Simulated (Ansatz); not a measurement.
# Rhenium, beta-Sn type under PBEsol: ground state and equation of state

Aim: take rhenium in the beta-Sn type structure, relax it, solve it on a dense k-mesh, then scale the cell to 7 volumes from 88 to 112 % of the relaxed one and try a fit of the equation of state. Spin polarisation is left out. The k-meshes are 13×13×9 for the relaxation; 24×24×12 for the dense run; 17×17×8 for the volumes.

Method: DFT PBEsol, plane waves (420 eV) with PAW, scalar-relativistic; PAW files made under PBE, frozen cores solved again for the functional, in Ansatz 0.2.0.

## 1. The starting structure

It takes space group I4_1/amd (No. 141, tetragonal). Conventional cell: a = 4.837 Å, b = 4.837 Å, c = 2.641 Å, α = 90.00°, β = 90.00°, γ = 90.00°. Re (site symmetry -4m2) is surrounded by 6 Re at 2.51 to 2.64 Å.

As a file:

```
CELL_PARAMETERS angstrom
-2.41861 2.41861 1.32056
2.41861 -2.41861 1.32056
2.41861 2.41861 -1.32056
ATOMIC_POSITIONS crystal
Re 0.00000 0.00000 0.00000
Re 0.75000 0.25000 0.50000
```

## 2. Geometry optimisation

File input.yaml:

```yaml
crystal:
  lattice:
    - [-2.4186077807, 2.4186077807, 1.3205598483]
    - [2.4186077807, -2.4186077807, 1.3205598483]
    - [2.4186077807, 2.4186077807, -1.3205598483]
  atoms:
    - { symbol: Re, position: [0.0, 0.0, 0.0] }
    - { symbol: Re, position: [0.75, 0.25, 0.5] }
hamiltonian:
  xc: pbesol
  pseudopotentials:
    kind: paw
    azcp:
      Re: "pseudopotentials/Re.paw.azcp"
basis:
  ecutwfc: 420
  fft_grid_basis: typed
kpoints:
  mp_grid: { grid: [13, 13, 9], shift: [0, 0, 0] }
magnetization:
  spin_polarized: false
scf:
  occupations: { method: fermi_dirac, width: 0.1 }
relax:
  max_steps: 60
  f_tol: 0.01
  cell: {}
output:
  write_density: true
  write_potential: true
  elf: true
  volumetric_format: npy
```

Further steps of the session: Single point on a dense mesh; At 88 % of the relaxed volume; At 92 % of the relaxed volume; At 96 % of the relaxed volume; At 100 % of the relaxed volume; At 104 % of the relaxed volume; At 108 % of the relaxed volume; At 112 % of the relaxed volume.

Before running it: what results should come out? Wanted: space group; conventional cell; volume; shortest distance; gap on the mesh; V₀, B₀, B₀′.

As calculated:

| quantity | value |
| --- | --- |
| space group (spins left aside) | P6_3/mmc (No. 194) |
| conventional cell | a = 2.751 Å, c = 4.440 Å (c/a = 1.614) |
| volume | 14.557 Å³/atom |
| shortest distance | 2.730 Å |
| gap on the mesh | none (levels filled in part) |
| V₀, B₀, B₀′ | 14.554 Å³/atom, 390 GPa, 4.4 |

What this shows: From the guessed start the volume shrank by 5.8 % in 27 steps. The cell has left its prototype: it ends as hcp. What follows belongs to that structure, not to the type named at the start. The mesh has less symmetry than the lattice, which may have let the distortion in. Levels at the Fermi energy are filled in part, as in a metal. The fitted modulus is 390 GPa, among the stiffest elements; letting shape and positions relax at each volume could only lower it.
